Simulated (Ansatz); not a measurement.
# Cl₃GaH₄OSi: up Jacob's ladder to CCSD(T)

The task here is to estimate one member of a computed series from the others.

The runs use Ansatz 0.2.0, Gaussian basis; functionals in def2-TZVPP, the program's frozen cores in correlated methods.

Levels to be run: LDA (SPW92), PBE-D4, revPBE-D4, BLYP-D4, r2SCAN-D4, B97M-V, PBE0-D4, B3LYP-D4, r2SCANh-D4, r2SCAN0-D4, HSE06-D4, BHLYP-D4, CAM-B3LYP-D4, LC-ωPBE, ωB97X-V, ωB97M-V, B2PLYP, PBE-QIDH; CCSD(T)/def2-SVP; MP2/def2-TZVPP; MP2/def2-QZVPP; RPA on PBE.

### The relaxed structure

An earlier PBE0-D4 in a triple-zeta def2 set relaxation fixed the geometry.

SMILES `[SiH3][OH+][Ga-]([Cl])([Cl])[Cl]`, 10 atoms, charge 0, spin multiplicity 1.

Atoms are counted from 1 here; the program's logs count them from 0.

Bond lengths: Si1–O2 1.704 Å, Si1–H7 1.481 Å, Si1–H8 1.477 Å, Si1–H9 1.473 Å, O2–Ga3 2.047 Å, O2–H10 0.964 Å, Ga3–Cl4 2.149 Å, Ga3–Cl5 2.152 Å, Ga3–Cl6 2.137 Å. Angles: O2–Si1–H7 105.8°, O2–Si1–H8 109.5°, O2–Si1–H9 104.5°, H7–Si1–H8 110.8°, H7–Si1–H9 112.7°, H8–Si1–H9 113.1°, Si1–O2–Ga3 127.1°, Si1–O2–H10 118.9°, Ga3–O2–H10 108.6°, O2–Ga3–Cl4 98.6°, O2–Ga3–Cl5 95.1°, O2–Ga3–Cl6 103.0°, Cl4–Ga3–Cl5 118.1°, Cl4–Ga3–Cl6 116.6°, Cl5–Ga3–Cl6 118.2°.

The first run:

in.yaml

```yaml
crystal:
  periodic: [false, false, false]
  atoms:
    - {symbol: Si, position_ang: [0.436716, -1.332476, 0.852318]}
    - {symbol: O, position_ang: [0.682243, 0.136004, 0.023388]}
    - {symbol: Ga, position_ang: [-0.752712, 1.347066, -0.792144]}
    - {symbol: Cl, position_ang: [-2.198464, -0.161269, -1.296072]}
    - {symbol: Cl, position_ang: [0.508415, 2.107369, -2.360966]}
    - {symbol: Cl, position_ang: [-1.254265, 2.653343, 0.822510]}
    - {symbol: H, position_ang: [1.665893, -1.558597, 1.646213]}
    - {symbol: H, position_ang: [0.235593, -2.421682, -0.125206]}
    - {symbol: H, position_ang: [-0.746576, -1.086351, 1.693634]}
    - {symbol: H, position_ang: [1.506258, 0.265392, -0.460674]}
basis:
  gaussian: {orbitals: def2-TZVPP}
hamiltonian: {xc: lda}
output: {orbitals: {seedname: orbitals}}
```

Started as:

```console
$ ansatz run in.yaml --threads 4 --pin off --events-out ev --progress --plain --max-ram 11315MiB
```

Steps of the session up to this table: LDA; PBE-D4 (GGA); revPBE-D4 (GGA); BLYP-D4 (GGA); r2SCAN-D4 (meta-GGA); B97M-V (meta-GGA); PBE0-D4 (hybrid); B3LYP-D4 (hybrid); r2SCANh-D4 (hybrid); r2SCAN0-D4 (hybrid); HSE06-D4 (hybrid); BHLYP-D4 (hybrid); CAM-B3LYP-D4 (range-separated); LC-ωPBE (range-separated); ωB97X-V (range-separated); ωB97M-V (range-separated); B2PLYP (double hybrid); PBE-QIDH (double hybrid).

One table of the session follows, with a row left open; its other results are not shown here.

It belongs to the step «Frontier levels by functional». 

```
  functional  HOMO (eV)  gap (eV)
 LDA (SPW92)      -7.48      4.99
      PBE-D4      -7.33      5.11
   revPBE-D4      -7.27      5.18
     BLYP-D4      -7.14      5.03
   r2SCAN-D4      -7.71      5.86
      B97M-V      -7.80      5.74
     PBE0-D4      -8.76      7.42
    B3LYP-D4      -8.45      6.87
  r2SCANh-D4      -8.23      6.68
  r2SCAN0-D4          ?         ?
    HSE06-D4      -8.35      6.64
    BHLYP-D4     -10.01      9.54
CAM-B3LYP-D4     -10.12      9.75
     LC-ωPBE     -11.59     12.46
     ωB97X-V     -11.20     11.89
     ωB97M-V     -11.03     11.41
```

**Question.** Estimate the row for r2SCAN0-D4.

Worked estimate for «HOMO (eV)». Against the share of exact exchange, r2SCAN-D4 (0, -7.71), r2SCANh-D4 (0.1, -8.23) give a slope of -5.20 per unit share; at 0.25 the line stands at -9.01.

The run gave: HOMO (eV): -9.01; gap (eV): 7.90. In «HOMO (eV)» the line misses by 0.00.
